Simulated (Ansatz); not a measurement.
# AlH4NOSi: the cost of one run

Program: Ansatz 0.2.0. Level of theory: RKS B3LYP/cc-pVDZ. These are calculated values, not measurements.

## (1) Starting point

Bond lengths: O1–Si2 1.508 Å, Si2–N3 1.732 Å, N3–Al4 1.805 Å, Si2–H5 1.446 Å, N3–H6 1.021 Å, Al4–H7 1.542 Å, Al4–H8 1.541 Å. Angles: O1–Si2–N3 122.5°, O1–Si2–H5 130.8°, N3–Si2–H5 106.7°, Si2–N3–Al4 139.7°, Si2–N3–H6 109.4°, Al4–N3–H6 110.9°, N3–Al4–H7 123.0°, N3–Al4–H8 119.6°, H7–Al4–H8 117.4°.

Structure file:

```xyz
8

O    -0.6126    2.9099    0.4092
Si   -0.3611    1.6314   -0.3489
N    -0.0109    0.1325    0.4451
Al    0.3413   -1.5914    0.0405
H    -0.3490    1.3626   -1.7695
H    -0.0060    0.2775    1.4560
H     0.4126   -2.1174   -1.4076
H     0.5857   -2.6052    1.1753
```

## (2) Relaxing end A

input.yaml reads:

```yaml
crystal:
  periodic: [false, false, false]
  atoms:
    - { symbol: O, position_ang: [-0.61263, 2.90994, 0.4092] }
    - { symbol: Si, position_ang: [-0.36112, 1.63137, -0.34891] }
    - { symbol: "N", position_ang: [-0.01086, 0.13249, 0.44506] }
    - { symbol: Al, position_ang: [0.34132, -1.59138, 0.04046] }
    - { symbol: H, position_ang: [-0.34903, 1.3626, -1.76946] }
    - { symbol: H, position_ang: [-0.00595, 0.27751, 1.45599] }
    - { symbol: H, position_ang: [0.41261, -2.11736, -1.40761] }
    - { symbol: H, position_ang: [0.58566, -2.60516, 1.17527] }
basis:
  gaussian: { orbitals: cc-pVDZ }
hamiltonian:
  xc: b3lyp
relax:
  f_tol: 0.015
  max_steps: 40
```

Run with:

```bash
$ ansatz run input.yaml --threads 1 --pin off --max-ram 2048MiB --backend cpu --events-out ev --progress --plain --runs-dir out
```

Q: Estimate wall time and peak memory on 1 thread of Arm Neoverse V2, shared host.

About 29 s, with a peak of 0.16 GiB.
